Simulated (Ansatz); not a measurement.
## Be3N2 and its elements: a formation energy from the elements

Computed with Ansatz's Python interface.

Contents of `be3n2_be3n2.vasp`:
```text
Be3N2
1.0
   2.81777771    0.00000000    0.00000000
  -1.40888886    2.44026708    0.00000000
   0.00000000    0.00000000    4.66702200
Be N
3 2
Direct
   0.00000000    0.00000000    0.00000000
   0.66666667    0.33333333    0.64963300
   0.33333333    0.66666667    0.35036700
   0.33333333    0.66666667    0.74705800
   0.66666667    0.33333333    0.25294200
```

`be3n2_be.xyz`
```text
2
Lattice="2.2853 0.0 0.0 -1.14265 1.97912786 0.0 0.0 0.0 3.5842" Properties=species:S:1:pos:R:3 pbc="T T T"
Be   -0.00000000    1.31941857    0.89605000
Be    1.14265000    0.65970929    2.68815000
```

The script reads `be3n2_n2.vasp`:
```text
N
1.0
   9.00000000    0.00000000    0.00000000
   0.00000000    9.50000000    0.00000000
   0.00000000    0.00000000   10.00000000
N
2
Direct
   0.50000000    0.50000000    0.44450000
   0.50000000    0.50000000    0.55550000
```

Script `formation_be3n2.py`:
```python
from collections import Counter
import warnings

import ansatz
from ase.io import read
import numpy as np

GASES = {"N2"}


def run_phase(name, crystal):
    calc = crystal.calculation()
    calc = calc.functional(ansatz.Functional.PBESOL)
    calc = calc.basis(35 * ansatz.Ry)
    calc = calc.kpoints(spacing=0.14).occupations("cold", width=0.02)
    calc = calc.stress()
    if name in GASES:
        return calc.kpoints(1, 1, 1).relax(force_tolerance=0.03).run()
    calc = calc.relax(force_tolerance=0.03, fix_cell=["shape"])
    return calc.run()


def counts(outcome):
    return Counter(site.symbol for site in outcome.lattice.sites)

def formation_energy(outcome, mu):
    n = counts(outcome)
    return (outcome.report["energy_sigma0_ev"] - sum(k * mu[element] for element, k in n.items())) / sum(n.values())


def volume_per_atom(outcome):
    return abs(np.linalg.det(outcome.lattice.cell_ang)) / len(outcome.lattice.sites)

warnings.simplefilter("ignore", ansatz.DeckWarning)

phases = {}
atoms = read("be3n2_be3n2.vasp", format="vasp")
be3n2 = ansatz.Crystal.from_ase(atoms)
phases["Be3N2"] = be3n2
be = ansatz.Crystal.from_extxyz("be3n2_be.xyz")
phases["Be"] = be
atoms = read("be3n2_n2.vasp", format="vasp")
n2 = ansatz.Crystal.from_ase(atoms)
phases["N2"] = n2

done = {name: run_phase(name, crystal) for name, crystal in phases.items()}

references = {"Be": "Be", "N": "N2"}
mu = {element: done[name].report["energy_sigma0_ev"] / len(done[name].lattice.sites) for element, name in references.items()}

target = done["Be3N2"]
heat = formation_energy(target, mu)
n = counts(target)
print("cell content:", dict(n), " volume", round(volume_per_atom(target), 3), "A^3/atom")
print("formation energy", round(heat, 4), "eV/atom,", round(heat * sum(n.values()), 4), "eV per cell")
print("bound against the elements" if heat < 0 else "unbound against the elements")
```

```console
$ python formation_be3n2.py
cell content: {<Element.BE: 'Be'>: 3, <Element.N: 'N'>: 2}  volume 6.317 A^3/atom
formation energy -0.9614 eV/atom, -4.8068 eV per cell
bound against the elements
```

Caveats:
- For the metals among these phases the mesh is modest: differences between phases can be off by up to 40 meV an atom.
- The program warned that this SCF threshold is loose for forces or stresses.
- Atoms and volume are relaxed with the cell's shape held, which in cells of lower than cubic symmetry can hide stresses and shift volumes.
- The cells come from databases of deposited and of computed structures, and not all need be stable phases.
- The compound is the structure given, not necessarily its lowest; energies are at zero temperature, with no correction for gases. A semilocal functional's error on such energies is often 0.05 to 0.1 eV an atom, and 0.1 to 0.3 eV against gases such as O2 or F2.
- The script silences the warnings on its input, which a real study should read.
- Wall time of the script: 110 s on 1 thread of Arm Neoverse N1 (shared host), peak memory 0.84 GiB.
